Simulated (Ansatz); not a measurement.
**CH4F2Si: one species, many methods**

How much do the methods differ for CH4F2Si? The plan is to run it at one geometry with functionals of several rungs and with coupled cluster, and see how far each lands from CCSD(T) at the basis-set limit for the atomisation energy.

Program: Ansatz 0.2.0, Gaussian basis. Level of theory: functionals in def2-TZVPP, the program's frozen cores in correlated methods. These are calculated values, not measurements.

The runs, in order: LDA (SPW92), PBE-D4, revPBE-D4, BLYP-D4, r2SCAN-D4, B97M-V, PBE0-D4, B3LYP-D4, r2SCANh-D4, r2SCAN0-D4, HSE06-D4, BHLYP-D4, CAM-B3LYP-D4, LC-ωPBE, ωB97X-V, ωB97M-V, B2PLYP, PBE-QIDH; CCSD(T)/def2-SVP; CCSD(T)/def2-TZVPP; MP2/def2-QZVPP; extrapolation to the limit; RPA on PBE.

**1. The geometry**

An earlier PBE0-D4 in a triple-zeta def2 set relaxation fixed the geometry.

SMILES `FC[SiH2]F`, 8 atoms, charge 0, spin multiplicity 1.

Atoms are counted from 1 here; the program's logs count them from 0.

Bond lengths: F1–C2 1.389 Å, C2–Si3 1.882 Å, C2–H5 1.096 Å, C2–H6 1.097 Å, Si3–F4 1.598 Å, Si3–H7 1.485 Å, Si3–H8 1.481 Å. Angles: F1–C2–Si3 111.3°, F1–C2–H5 108.4°, F1–C2–H6 108.4°, Si3–C2–H5 111.2°, Si3–C2–H6 109.9°, H5–C2–H6 107.4°, C2–Si3–F4 109.8°, C2–Si3–H7 108.3°, C2–Si3–H8 110.8°, F4–Si3–H7 108.2°, F4–Si3–H8 108.1°, H7–Si3–H8 111.6°.

Geometry (Å):

```xyz
8

F    -0.72259    1.65153   -0.70092
C    -0.22756    0.87199    0.33625
Si    0.28625   -0.83224   -0.27344
F    -1.00886   -1.67458   -0.68344
H    -0.99813    0.80021    1.11221
H     0.63534    1.38764    0.77619
H     0.96698   -1.53907    0.84064
H     1.16067   -0.72258   -1.46329
```

**2. LDA**

This LDA is Slater exchange with PW92 correlation.

Input file in.yaml:

```yaml
crystal:
  periodic: [false, false, false]
  atoms:
    - {symbol: F, position_ang: [-0.722585, 1.651526, -0.700917]}
    - {symbol: C, position_ang: [-0.227564, 0.871987, 0.336253]}
    - {symbol: Si, position_ang: [0.286248, -0.832236, -0.273438]}
    - {symbol: F, position_ang: [-1.008860, -1.674584, -0.683441]}
    - {symbol: H, position_ang: [-0.998126, 0.800210, 1.112206]}
    - {symbol: H, position_ang: [0.635336, 1.387643, 0.776193]}
    - {symbol: H, position_ang: [0.966978, -1.539066, 0.840635]}
    - {symbol: H, position_ang: [1.160671, -0.722581, -1.463290]}
basis:
  gaussian: {orbitals: def2-TZVPP}
hamiltonian: {xc: lda}
output: {orbitals: {seedname: orbitals}}
```

Launch:

```console
ansatz run in.yaml --threads 2 --pin off --events-out ev --progress --plain --max-ram 4352MiB
```

After this run come: PBE-D4 (GGA); revPBE-D4 (GGA); BLYP-D4 (GGA); r2SCAN-D4 (meta-GGA); B97M-V (meta-GGA); B3LYP-D4 (hybrid); r2SCANh-D4 (hybrid); r2SCAN0-D4 (hybrid); HSE06-D4 (hybrid); BHLYP-D4 (hybrid); CAM-B3LYP-D4 (range-separated); LC-ωPBE (range-separated); ωB97X-V (range-separated); ωB97M-V (range-separated); B2PLYP (double hybrid); PBE-QIDH (double hybrid); CCSD(T) in def2-SVP; CCSD(T) in def2-TZVPP; MP2 in def2-QZVPP; RPA on PBE orbitals.

**Question.** What will the summary of the whole plan be? Wanted: atomisation energy, CCSD(T)/CBS; farthest beyond LDA; mean size of error, GGA; mean size of error, meta-GGA; mean size of error, hybrid; mean size of error, range-separated; mean size of error, double hybrid; gap, smallest and largest; T1 diagnostic.

As calculated:

```
                               quantity                                              value
        atomisation energy, CCSD(T)/CBS                                          29.782 eV
    functionals within 0.149 eV (0.5 %)  r2SCAN-D4, B97M-V, CAM-B3LYP-D4, ωB97X-V, ωB97M-V
                    farthest beyond LDA                               BHLYP-D4 (-1.026 eV)
                mean size of error, GGA                                           0.312 eV
           mean size of error, meta-GGA                                           0.096 eV
             mean size of error, hybrid                                           0.465 eV
    mean size of error, range-separated                                           0.085 eV
      mean size of error, double hybrid                                           0.412 eV
              gap, smallest and largest          6.34 eV (LDA (SPW92)), 13.92 eV (LC-ωPBE)
                          T1 diagnostic                                             0.0112
triples share of the correlation energy                                              2.9 %
```

In words: LDA overbinds by 4.057 eV (14 %). PBE-D4 is off by +0.225 eV. Double hybrids carry the basis error of their MP2 part in triple zeta, and no dispersion term here, so their miss is partly the set-up's. The rungs range-separated, meta-GGA miss on average by less than the doubt on the reference (0.149 eV), so they tie. Misses under about 0.149 eV are within the doubt on the reference itself, which lacks core-valence correlation, relativity and higher excitations. Hartree-Fock recovers 74 % of the binding; the rest is correlation. CCSD(T) in def2-SVP is off by -2.030 eV, so the small basis spoils what the method gains. Orbital gaps span 6.3 to 13.9 eV; exact exchange widens them.
